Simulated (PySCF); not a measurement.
# C5H11AsO: the cost of one run

Computed with PySCF 2.14.0 and routines of our own; the level stands in each step. Atoms count from 0.

### 1 The starting structure

18 atoms, charge 0, multiplicity 1; geometry from: GFN2-xTB.

### 2 Relaxing the molecule at PBE0-D3(BJ)/def2-SVP

What the job is given:

```
{"job": {"xc": "PBE0", "basis": "def2-SVP", "d3": "d3bj", "grid": 1, "kind": "geom"}, "charge": 0, "multiplicity": 1}
C     -1.792248     1.506125     0.609391
C     -0.626109     0.563657     0.709734
O      0.010509     0.420980     1.725175
C     -0.289890    -0.222591    -0.541386
C     -0.643754    -1.687924    -0.280285
C      1.202546    -0.075490    -0.839938
As     2.366765    -0.470998     0.729743
H     -1.990709     1.973469     1.570165
H     -1.571969     2.274044    -0.130309
H     -2.673759     0.963118     0.274098
H     -0.882220     0.148279    -1.386009
H     -1.703889    -1.798609    -0.059199
H     -0.402951    -2.292903    -1.152301
H     -0.068486    -2.053036     0.571223
H      1.410348     0.931893    -1.212176
H      1.469305    -0.780493    -1.633548
H      3.620403    -0.343438    -0.119351
H      2.557349     0.950232     1.153315
```

Started as:

```console
$ OMP_NUM_THREADS=1 python excited_run.py task.json out
```

One launch serves the whole session: the jobs run in the order shown.

Q: Estimate the wall time and peak memory of this first job on 1 thread of Arm Neoverse V2, shared host.

About 2.2 min, with a peak of 0.71 GiB.
